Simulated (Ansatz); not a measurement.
Working through an equation of state with a fit of LiPb3, space group I4/mmm

Computed with Ansatz 0.2.0 through its Python package.

Typed at the interpreter:
```pycon
>>> import ansatz as az
>>> import numpy as np
>>> from pymatgen.analysis.eos import EOS
>>> vectors0 = np.array([
...     [-2.390154, 2.390154, 4.890596],
...     [2.390154, -2.390154, 4.890596],
...     [2.390154, 2.390154, -4.890596],
... ])
>>> sites = [
...     ('Li', [0.0, 0.0, 0.0]),
...     ('Pb', [0.75, 0.25, 0.5]),
...     ('Pb', [0.25, 0.75, 0.5]),
...     ('Pb', [0.5, 0.5, 0.0]),
... ]
>>> def crystal_on(cell):
...     crystal = az.Crystal(lattice=az.Lattice.of(cell))
...     for symbol, position in sites:
...         crystal = crystal.atom(symbol, position)
...     return crystal
...
>>> # uniform scaling of the cell
>>> volumes, energies = [], []
>>> for scale in np.linspace(0.95, 1.07, 5):
...     cell = vectors0 * scale ** (1 / 3)
...     setup = (
...         crystal_on(cell).calculation()
...         .occupations('fermi_dirac')
...         .functional('r2scan')
...         .pseudopotentials('paw')
...         .basis(600)  # plane waves up to this kinetic energy
...         .kpoints(7, 7, 7)  # sampling of the Brillouin zone
...     )
...     r = setup.run(threads=1, pin='off').report
...     volumes.append(abs(np.linalg.det(cell)) / len(sites))
...     energies.append(r['free_energy_ev'] / len(sites))
...     print(f'V = {volumes[-1]:8.4f} A^3/atom  F = {energies[-1]:.5f} eV/atom')
...
V =  26.5422 A^3/atom  F = -8992.06256 eV/atom
V =  27.3804 A^3/atom  F = -8992.07098 eV/atom
V =  28.2186 A^3/atom  F = -8992.07247 eV/atom
V =  29.0567 A^3/atom  F = -8992.06809 eV/atom
V =  29.8949 A^3/atom  F = -8992.05874 eV/atom
>>> for form in ['pourier_tarantola', 'birch_murnaghan']:
...     fit = EOS(eos_name=form).fit(volumes, energies)
...     print(f'{form:18s} V0 {fit.v0:8.4f} A^3/atom  B0 {fit.b0_GPa:7.1f} GPa  B1 {fit.b1:5.2f}')
...
pourier_tarantola  V0  27.9941 A^3/atom  B0    39.1 GPa  B1  4.50
birch_murnaghan    V0  27.9939 A^3/atom  B0    39.1 GPa  B1  4.53
```

A third-order Birch-Murnaghan fit through the 5 points has its minimum at 27.99 Å³ an atom, 0.2 % above the typed cell, with a bulk modulus of 39 GPa and dB/dP = 4.5. From that minimum the energy rises by 10.1 meV an atom on the compressed side and 14.0 meV on the expanded side.

Reading the output:
- Total energies depend on the potentials; only differences at equal settings carry meaning.
- Shape and fractional positions are held along the curve, so the bulk modulus is an upper value where they are free to relax.
- The mesh is modest for a metal, so energies can be off by several to tens of meV an atom and pressures by half a GPa or more; differences at equal mesh fare better.
- Spin-orbit coupling, which matters for elements this heavy, is left out.
- The structure comes from a database of computed cells and needn't be a stable or known phase.
- Finished in 96 s on 1 thread of Arm Neoverse V1, with other jobs on the host, peak memory 0.99 GiB.
